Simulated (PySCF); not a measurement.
**Pd⁺: excitation energies in ANO-RCC-VTZP**

Aim: the excitation energy of palladium from differences of total energies, at each level of theory, and how far each lands from the tabulated value where there is one.

The numbers are computed with PySCF 2.14.0 (unrestricted determinants in a Gaussian basis, no spin-orbit coupling in the energies), except any that are marked as measured or tabulated.

### 1 What is computed

```
Element                                   : palladium (Z = 46)
Basis                                     : ANO-RCC-VTZP (7s6p4d2f1g, 68 functions)
Hamiltonian                               : the spin-free X2C one-electron Hamiltonian (Gaussian nucleus)
State 1                                   : Pd⁺: [Kr] 4d8 5p1, one real determinant (an excited configuration)
State 2                                   : Pd⁺: [Kr] 4d8 5s1, high-spin 4F determinant (an excited configuration)
State 3                                   : Pd⁺: [Kr] 4d8 5s1, 5s spin antiparallel (an excited configuration)
Needed too, but not shown                 : Pd⁺ [Kr] 4d9 (2D)
Methods                                   : CCSD(T)
Core shells frozen in the correlated runs : valence: [Kr] (for Pd⁺)
```

Outer shells as boxes (Hund's rule):

Pd+ [Kr] 4d8 5p1
```
[Kr] core
4d [↑↓][↑↓][↑↓][↑ ][↑ ]
5p [↑ ][  ][  ]
```

Pd+ [Kr] 4d8 5s1
```
[Kr] core
4d [↑↓][↑↓][↑↓][↑ ][↑ ]
5s [↑ ]
```

One driver process ran all states and methods and kept the integrals in memory. Each run is shown as a PySCF script that sums up its settings (the driver passes frozen orbitals as a list and adds second-order terms of double hybrids); the logs are those of the runs themselves. The driver starts from symmetry-adapted Hartree-Fock orbitals, holds the occupation by maximum overlap and uses a logarithmic radial grid for functionals, so a plain start would take other cycles.

The integrals over 68 functions and the set-up took 27 s of CPU time.

### 2 Pd⁺ [Kr] 4d8 5p1: CCSD(T) (valence)

CCSD(T) (valence):

File input.py:

```python
from pyscf import gto, scf, dft, mp, cc
import basis_set_exchange as bse
mol = gto.M(atom="Pd 0 0 0", charge=1, spin=3, symmetry="D2h",
            basis=gto.basis.parse(bse.get_basis("ANO-RCC-VTZP", elements=["Pd"], fmt="nwchem")),
            nucmod="G")
mf = scf.UHF(mol).sfx2c1e()
mf.irrep_nelec = {'Ag': (8, 6), 'B1g': (2, 2), 'B2g': (2, 2), 'B3g': (2, 2), 'B1u': (3, 3), 'B2u': (4, 3), 'B3u': (3, 3)}
mf.kernel()
mycc = cc.CCSD(mf, frozen=18).run()
mycc.ccsd_t()
```

The program printed:

```text
CC2 = 0
CCSD nocc = (np.int64(6), np.int64(3)), nmo = (50, 50)
frozen orbitals [[0, 1, 2, 3, 4, 5, 6, 7, 8, 9, 10, 11, 12, 13, 14, 15, 16, 17], [0, 1, 2, 3, 4, 5, 6, 7, 8, 9, 10, 11, 12, 13, 14, 15, 16, 17]]
max_cycle = 100
direct = 0
conv_tol = 1e-08
conv_tol_normt = 1e-06
diis_space = 8
diis_start_cycle = 0
Init t2, MP2 energy = -0.236781254969056
Init E_corr(UCCSD) = -0.236781254969579
cycle = 1  E_corr(UCCSD) = -0.232137885243649  dE = 0.00464336973  norm(t1,t2) = 0.0316416
cycle = 2  E_corr(UCCSD) = -0.233869462211059  dE = -0.00173157697  norm(t1,t2) = 0.0140013
cycle = 3  E_corr(UCCSD) = -0.234616913630556  dE = -0.000747451419  norm(t1,t2) = 0.00918729
cycle = 4  E_corr(UCCSD) = -0.234842560293148  dE = -0.000225646663  norm(t1,t2) = 0.00492576
cycle = 5  E_corr(UCCSD) = -0.234873940066332  dE = -3.13797732e-05  norm(t1,t2) = 0.00355937
cycle = 6  E_corr(UCCSD) = -0.234950085014937  dE = -7.61449486e-05  norm(t1,t2) = 0.0018621
cycle = 7  E_corr(UCCSD) = -0.234955565443368  dE = -5.48042843e-06  norm(t1,t2) = 0.00130007
cycle = 8  E_corr(UCCSD) = -0.234974560598078  dE = -1.89951547e-05  norm(t1,t2) = 0.00315383
cycle = 9  E_corr(UCCSD) = -0.234964913721699  dE = 9.64687638e-06  norm(t1,t2) = 0.00063107
cycle = 10  E_corr(UCCSD) = -0.234976468399428  dE = -1.15546777e-05  norm(t1,t2) = 0.000435121
cycle = 11  E_corr(UCCSD) = -0.234974080818798  dE = 2.38758063e-06  norm(t1,t2) = 0.000250133
cycle = 12  E_corr(UCCSD) = -0.234975719223639  dE = -1.63840484e-06  norm(t1,t2) = 0.00012054
cycle = 13  E_corr(UCCSD) = -0.234976260733115  dE = -5.41509476e-07  norm(t1,t2) = 3.67229e-05
cycle = 14  E_corr(UCCSD) = -0.234976773364201  dE = -5.12631086e-07  norm(t1,t2) = 1.20221e-05
cycle = 15  E_corr(UCCSD) = -0.234977123139849  dE = -3.49775648e-07  norm(t1,t2) = 5.54005e-06
cycle = 16  E_corr(UCCSD) = -0.234977141279405  dE = -1.81395562e-08  norm(t1,t2) = 3.5324e-06
cycle = 17  E_corr(UCCSD) = -0.234977140815292  dE = 4.64112859e-10  norm(t1,t2) = 1.17345e-05
cycle = 18  E_corr(UCCSD) = -0.23497718254482  dE = -4.17295277e-08  norm(t1,t2) = 2.41436e-06
cycle = 19  E_corr(UCCSD) = -0.234977203303388  dE = -2.07585687e-08  norm(t1,t2) = 1.33563e-06
cycle = 20  E_corr(UCCSD) = -0.234977232605036  dE = -2.93016476e-08  norm(t1,t2) = 8.53008e-07
cycle = 21  E_corr(UCCSD) = -0.234977250046754  dE = -1.74417181e-08  norm(t1,t2) = 4.93419e-07
cycle = 22  E_corr(UCCSD) = -0.234977253088408  dE = -3.04165368e-09  norm(t1,t2) = 3.03734e-07
UCCSD converged
E(UCCSD) = -5042.311998379741  E_corr = -0.2349772530884076
UCCSD(T) correction = -0.0075295647364612
```

It used 12 s of CPU time after the integrals (shared host).

CCSD correlation -0.23498 hartree, triples -0.00753; total -5042.319528. T1 = 0.007, largest double amplitude 0.041.

The real determinant used has ⟨L²⟩ near 14 against 20 for a pure G term, so it mixes terms.

### 3 Pd⁺ [Kr] 4d8 5s1, at CCSD(T) (valence)

CCSD(T) (valence):

Changes to input.py since step 2:

```diff
@@ -6,3 +6,3 @@
 mf = scf.UHF(mol).sfx2c1e()
-mf.irrep_nelec = {'Ag': (8, 6), 'B1g': (2, 2), 'B2g': (2, 2), 'B3g': (2, 2), 'B1u': (3, 3), 'B2u': (4, 3), 'B3u': (3, 3)}
+mf.irrep_nelec = {'Ag': (9, 6), 'B1g': (2, 2), 'B2g': (2, 2), 'B3g': (2, 2), 'B1u': (3, 3), 'B2u': (3, 3), 'B3u': (3, 3)}
 mf.kernel()
```

The program printed:

```text
CC2 = 0
CCSD nocc = (np.int64(6), np.int64(3)), nmo = (50, 50)
frozen orbitals [[0, 1, 2, 3, 4, 5, 6, 7, 8, 9, 10, 11, 12, 13, 14, 15, 16, 17], [0, 1, 2, 3, 4, 5, 6, 7, 8, 9, 10, 11, 12, 13, 14, 15, 16, 17]]
max_cycle = 100
direct = 0
conv_tol = 1e-08
conv_tol_normt = 1e-06
diis_space = 8
diis_start_cycle = 0
Init t2, MP2 energy = -0.246927781008791
Init E_corr(UCCSD) = -0.246927781009455
cycle = 1  E_corr(UCCSD) = -0.240369522559473  dE = 0.00655825845  norm(t1,t2) = 0.0317354
cycle = 2  E_corr(UCCSD) = -0.242173796728902  dE = -0.00180427417  norm(t1,t2) = 0.00838403
cycle = 3  E_corr(UCCSD) = -0.242451816189634  dE = -0.000278019461  norm(t1,t2) = 0.00355185
cycle = 4  E_corr(UCCSD) = -0.242544970941595  dE = -9.3154752e-05  norm(t1,t2) = 0.000779453
cycle = 5  E_corr(UCCSD) = -0.242540682764738  dE = 4.28817686e-06  norm(t1,t2) = 0.00028194
cycle = 6  E_corr(UCCSD) = -0.242540107881489  dE = 5.74883249e-07  norm(t1,t2) = 5.19655e-05
cycle = 7  E_corr(UCCSD) = -0.242541661351152  dE = -1.55346966e-06  norm(t1,t2) = 1.48859e-05
cycle = 8  E_corr(UCCSD) = -0.242541449432287  dE = 2.11918865e-07  norm(t1,t2) = 3.09018e-06
cycle = 9  E_corr(UCCSD) = -0.242541433715905  dE = 1.57163814e-08  norm(t1,t2) = 4.00311e-07
cycle = 10  E_corr(UCCSD) = -0.242541437794735  dE = -4.07883011e-09  norm(t1,t2) = 1.12827e-07
UCCSD converged
E(UCCSD) = -5042.504845084226  E_corr = -0.2425414377947352
UCCSD(T) correction = -0.00721844020490441
```

CPU time 7.8 s on a shared host, the integrals not counted.

CCSD correlation -0.24254 hartree, triples -0.00722; total -5042.512064. T1 = 0.008, largest double amplitude 0.019.

### 4 Pd⁺ [Kr] 4d8 5s1, s spin flipped: CCSD(T) (valence)

CCSD(T) (valence):

File input.py:

```python
from pyscf import gto, scf, dft, mp, cc
import basis_set_exchange as bse
mol = gto.M(atom="Pd 0 0 0", charge=1, spin=1, symmetry="D2h",
            basis=gto.basis.parse(bse.get_basis("ANO-RCC-VTZP", elements=["Pd"], fmt="nwchem")),
            nucmod="G")
mf = scf.UHF(mol).sfx2c1e()
mf.irrep_nelec = {'Ag': (8, 7), 'B1g': (2, 2), 'B2g': (2, 2), 'B3g': (2, 2), 'B1u': (3, 3), 'B2u': (3, 3), 'B3u': (3, 3)}
mf.kernel()
mycc = cc.CCSD(mf, frozen=18).run()
mycc.ccsd_t()
```

The program printed:

```text
CC2 = 0
CCSD nocc = (np.int64(5), np.int64(4)), nmo = (50, 50)
frozen orbitals [[0, 1, 2, 3, 4, 5, 6, 7, 8, 9, 10, 11, 12, 13, 14, 15, 16, 17], [0, 1, 2, 3, 4, 5, 6, 7, 8, 9, 10, 11, 12, 13, 14, 15, 16, 17]]
max_cycle = 100
direct = 0
conv_tol = 1e-08
conv_tol_normt = 1e-06
diis_space = 8
diis_start_cycle = 0
Init t2, MP2 energy = -0.24879980855842
Init E_corr(UCCSD) = -0.248799808559042
cycle = 1  E_corr(UCCSD) = -0.242576904332347  dE = 0.00622290423  norm(t1,t2) = 0.0368104
cycle = 2  E_corr(UCCSD) = -0.244714434794687  dE = -0.00213753046  norm(t1,t2) = 0.0136009
cycle = 3  E_corr(UCCSD) = -0.245319951822602  dE = -0.000605517028  norm(t1,t2) = 0.00940245
cycle = 4  E_corr(UCCSD) = -0.245631044298111  dE = -0.000311092476  norm(t1,t2) = 0.00705374
cycle = 5  E_corr(UCCSD) = -0.246040798764893  dE = -0.000409754467  norm(t1,t2) = 0.00595293
cycle = 6  E_corr(UCCSD) = -0.246216272605195  dE = -0.00017547384  norm(t1,t2) = 0.00254467
cycle = 7  E_corr(UCCSD) = -0.246281105175526  dE = -6.48325703e-05  norm(t1,t2) = 0.000905736
cycle = 8  E_corr(UCCSD) = -0.2462680705475  dE = 1.3034628e-05  norm(t1,t2) = 0.000271254
cycle = 9  E_corr(UCCSD) = -0.24627317564971  dE = -5.10510221e-06  norm(t1,t2) = 7.46105e-05
cycle = 10  E_corr(UCCSD) = -0.246273333126434  dE = -1.57476724e-07  norm(t1,t2) = 1.53695e-05
cycle = 11  E_corr(UCCSD) = -0.246273116154333  dE = 2.16972101e-07  norm(t1,t2) = 5.77941e-06
cycle = 12  E_corr(UCCSD) = -0.246273116368104  dE = -2.13770474e-10  norm(t1,t2) = 1.73045e-06
cycle = 13  E_corr(UCCSD) = -0.246273110351323  dE = 6.01678016e-09  norm(t1,t2) = 7.05122e-07
UCCSD converged
E(UCCSD) = -5042.488854641375  E_corr = -0.2462731103513234
UCCSD(T) correction = -0.00888934053952006
```

CPU time 9.1 s on a shared host, the integrals not counted.

CCSD correlation -0.24627 hartree, triples -0.00889; total -5042.497744. T1 = 0.010, largest double amplitude 0.091.

With the s spin flipped the determinant is a mixture of two multiplicities, not a spectroscopic state.

### 5 Differences of total energies

Excitation energy: Pd⁺ [Kr] 4d9 (2D) → Pd⁺ [Kr] 4d8 5p1 (high-spin determinant).

```tsv
method	value (eV)	less CCSD(T) (valence) (eV)
UHF	7.525	-1.073
MP2 (valence)	8.847	+0.250
SCS-MP2 (valence)	8.882	+0.285
CCSD (valence)	8.547	-0.050
CCSD(T) (valence)	8.597	+0.000
```

A first-order spin-orbit estimate (lowest level to lowest level, LS coupling) adds -0.006 eV.

Excitation energy: Pd⁺ [Kr] 4d9 (2D) → Pd⁺ [Kr] 4d8 5s1 (4F).

```tsv
method	value (eV)	error (eV)
UHF	2.483	-0.711
MP2 (valence)	3.529	+0.335
SCS-MP2 (valence)	3.628	+0.433
CCSD (valence)	3.300	+0.105
CCSD(T) (valence)	3.358	+0.164
```

Reference: 3.194 eV (measured; NIST levels, between the centres of gravity of the two terms). Errors of the correlated levels include the incompleteness of this basis.

Excitation energy: Pd⁺ [Kr] 4d9 (2D) → Pd⁺ [Kr] 4d8 5s1, s spin flipped.

```tsv
method	value (eV)
UHF	3.020
MP2 (valence)	4.015
SCS-MP2 (valence)	3.925
```

The upper determinant mixes two multiplicities, so it lies between the two terms.

The differences also use runs on Pd⁺ [Kr] 4d9 (2D), which are not shown here. The runs at UHF, MP2 (valence) are not shown; their differences are listed all the same.

### 6 Results

```
                                             quantity                                                   value
                excitation energy, Pd⁺ → [Kr] 4d8 5p1                   UHF 7.525, CCSD(T) (valence) 8.597 eV
                excitation energy, Pd⁺ → [Kr] 4d8 5s1  UHF 2.483, CCSD(T) (valence) 3.358 eV; reference 3.194
excitation energy, Pd⁺ → [Kr] 4d8 5s1, s spin flipped                       UHF 3.020, MP2 (valence) 4.015 eV
```

Each level's miss (mean over 1 difference):

```tsv
method	mean absolute miss against the measured value (with the measured fine structure taken into account where it is known) (eV)
UHF	0.711
MP2 (valence)	0.335
SCS-MP2 (valence)	0.433
CCSD (valence)	0.105
CCSD(T) (valence)	0.164
```

In words: The coupled-cluster values of one difference were set aside by the checks on these runs and are not quoted; the lower level shown rests on the same reference and is no safer. Against experiment CCSD (valence) comes closest (off by 0.11 eV) and UHF is farthest (0.71 eV). The basis is finite, and no extrapolation was made.
